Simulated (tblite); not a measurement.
# C4H13FSi4: the cost of one run

Computed with tblite 0.8.0 and PySCF 2.14.0, with density-fitted response routines of our own, on a single molecule in the gas phase. Atoms count from 0, in the outputs and in this text.

**1. The molecule as given**

22 atoms, charge 0, multiplicity 1; geometry from: force field or distance geometry start.

Bonds of the start (Å): F0–Si1 1.69, Si1–C2 1.85, C2–C3 1.53, C3–C4 1.53, C4–C5 1.47, C5–Si6 1.86, Si6–Si7 2.24, Si7–Si8 2.26, C4–Si1 1.82, Si8–C5 1.85, Si1–H9 1.46, C2–H10 1.10, C2–H11 1.13, C3–H12 1.09, C3–H13 1.10, C4–H14 1.14, C5–H15 1.13, Si6–H16 1.49, Si6–H17 1.45, Si7–H18 1.46, Si7–H19 1.45, Si8–H20 1.46, Si8–H21 1.47.

**2. Optimising the geometry with GFN2-xTB**

The job: settings as JSON, then the geometry in Å.

```
{"job": {"kind": "relax", "xc": "GFN2-xTB", "basis": "xTB"}, "charge": 0, "multiplicity": 1}
F     -1.310400    -2.173900     0.608300
Si    -1.689600    -0.587500     1.041900
C     -2.864100     0.273600    -0.097700
C     -1.686900     0.516200    -1.044900
C     -0.800200     0.749600     0.176500
C      0.647300     0.637900    -0.054500
Si     1.269000    -0.809700    -1.042500
Si     3.305300    -0.232300    -0.313000
Si     1.762600     0.065000     1.305700
H     -2.033000    -0.405200     2.451000
H     -3.240300     1.254400     0.237200
H     -3.638900    -0.404500    -0.557300
H     -1.456800    -0.372000    -1.636000
H     -1.832500     1.459800    -1.593600
H     -1.100500     1.763400     0.592700
H      1.044600     1.605500    -0.470400
H      0.901200    -2.099400    -0.399700
H      1.033100    -0.754600    -2.468300
H      3.841000     1.007700    -0.854000
H      4.242500    -1.304200    -0.042000
H      1.441600    -1.249500     1.866800
H      2.154700     1.079200     2.292900
```

Started as:

```console
$ OMP_NUM_THREADS=1 python probes_run.py task.json out
```

This one command runs all jobs of the session in turn.

**Question.** How long does this first job take on 1 thread of Arm Neoverse N1, shared host, and how much memory does it need?

About 3.3 s, with a peak of 0.18 GiB.
